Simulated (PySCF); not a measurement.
**Gd+: excitation energy in ANO-RCC-VTZP**

Aim: the excitation energy of gadolinium from differences of total energies, at each level of theory, and how far each lands from the tabulated value where there is one.

Program: PySCF 2.14.0. Level of theory: unrestricted determinants in a Gaussian basis, no spin-orbit coupling in the energies. These are calculated values, not measurements, unless marked.

## (1) The system

```
Element                                   : gadolinium (Z = 64)
Basis                                     : ANO-RCC-VTZP (8s7p5d3f2g1h, 104 functions)
Hamiltonian                               : scalar relativity by spin-free X2C-1e
State 1                                   : Gd+: [Xe] 4f8 5d1, one real determinant (an excited configuration)
Needed too, but not shown                 : Gd+ [Xe] 4f7 5d1 6s1 (10D)
Methods                                   : UHF, LDA, PBE, PBE0, r2SCAN, MP2
Core shells frozen in the correlated runs : valence: [Kr] 4d10; valence and next inner shell: [Ar] 3d10 (for Gd+)
```

Outer shells as boxes (Hund's rule):

Gd+ [Xe] 4f8 5d1
```
[Xe] core
4f [↑↓][↑ ][↑ ][↑ ][↑ ][↑ ][↑ ]
5d [↑ ][  ][  ][  ][  ]
```

The runs were made by one driver on top of PySCF. The scripts below sum up each run's settings (the driver also hands on starting orbitals that pick excited configurations, and frozen orbitals as a list rather than a count), and the logs come from the driver's own runs. The driver starts from symmetry-adapted Hartree-Fock orbitals, holds the occupation by maximum overlap and uses a logarithmic radial grid for functionals, so a plain start would take other cycles.

The integrals over 104 functions and the set-up took 45 s of CPU time.

## (2) Gd+ [Xe] 4f8 5d1, method by method

**UHF**

Input file input.py:

```python
from pyscf import gto, scf, dft, mp, cc
import basis_set_exchange as bse
mol = gto.M(atom="Gd 0 0 0", charge=1, spin=7, symmetry="D2h",
            basis=gto.basis.parse(bse.get_basis("ANO-RCC-VTZP", elements=["Gd"], fmt="nwchem")),
            nucmod="G")
mf = scf.UHF(mol).sfx2c1e()
mf.irrep_nelec = {'Ag': (10, 9), 'B1g': (2, 2), 'B2g': (2, 2), 'B3g': (2, 2), 'Au': (1, 0), 'B1u': (6, 4), 'B2u': (6, 5), 'B3u': (6, 4)}
mf.kernel()
```

**LDA**

input.py, as changed from the run before:

```diff
@@ -5,3 +5,3 @@
             nucmod="G")
-mf = scf.UHF(mol).sfx2c1e()
+mf = dft.UKS(mol, xc="LDA,VWN").sfx2c1e()
 mf.irrep_nelec = {'Ag': (10, 9), 'B1g': (2, 2), 'B2g': (2, 2), 'B3g': (2, 2), 'Au': (1, 0), 'B1u': (6, 4), 'B2u': (6, 5), 'B3u': (6, 4)}
```

**PBE**

input.py, as changed from the run before:

```diff
@@ -5,3 +5,3 @@
             nucmod="G")
-mf = dft.UKS(mol, xc="LDA,VWN").sfx2c1e()
+mf = dft.UKS(mol, xc="PBE").sfx2c1e()
 mf.irrep_nelec = {'Ag': (10, 9), 'B1g': (2, 2), 'B2g': (2, 2), 'B3g': (2, 2), 'Au': (1, 0), 'B1u': (6, 4), 'B2u': (6, 5), 'B3u': (6, 4)}
```

**PBE0**

input.py, as changed from the run before:

```diff
@@ -5,3 +5,3 @@
             nucmod="G")
-mf = dft.UKS(mol, xc="PBE").sfx2c1e()
+mf = dft.UKS(mol, xc="PBE0").sfx2c1e()
 mf.irrep_nelec = {'Ag': (10, 9), 'B1g': (2, 2), 'B2g': (2, 2), 'B3g': (2, 2), 'Au': (1, 0), 'B1u': (6, 4), 'B2u': (6, 5), 'B3u': (6, 4)}
```

**r2SCAN**

input.py, as changed from the run before:

```diff
@@ -5,3 +5,3 @@
             nucmod="G")
-mf = dft.UKS(mol, xc="PBE0").sfx2c1e()
+mf = dft.UKS(mol, xc="R2SCAN").sfx2c1e()
 mf.irrep_nelec = {'Ag': (10, 9), 'B1g': (2, 2), 'B2g': (2, 2), 'B3g': (2, 2), 'Au': (1, 0), 'B1u': (6, 4), 'B2u': (6, 5), 'B3u': (6, 4)}
```

**MP2 (valence)**

input.py, as changed from the run before:

```diff
@@ -5,4 +5,5 @@
             nucmod="G")
-mf = dft.UKS(mol, xc="R2SCAN").sfx2c1e()
+mf = scf.UHF(mol).sfx2c1e()
 mf.irrep_nelec = {'Ag': (10, 9), 'B1g': (2, 2), 'B2g': (2, 2), 'B3g': (2, 2), 'Au': (1, 0), 'B1u': (6, 4), 'B2u': (6, 5), 'B3u': (6, 4)}
 mf.kernel()
+mp.UMP2(mf, frozen=23).kernel()
```

**MP2 (valence and next inner shell)**

input.py, as changed from the run before:

```diff
@@ -8,2 +8,2 @@
 mf.kernel()
-mp.UMP2(mf, frozen=23).kernel()
+mp.UMP2(mf, frozen=14).kernel()
```

What does the calculation give?

**Answer**, as computed:

| quantity | value |
| --- | --- |
| excitation energy, Gd+ → [Xe] 4f8 5d1 | UHF 5.717, MP2 (valence and next inner shell) 2.259 eV |

In words: The methods span 4.836 eV, from PBE (0.880) to UHF (5.717). No reference value is at hand in this session. The basis is finite, and no extrapolation was made.
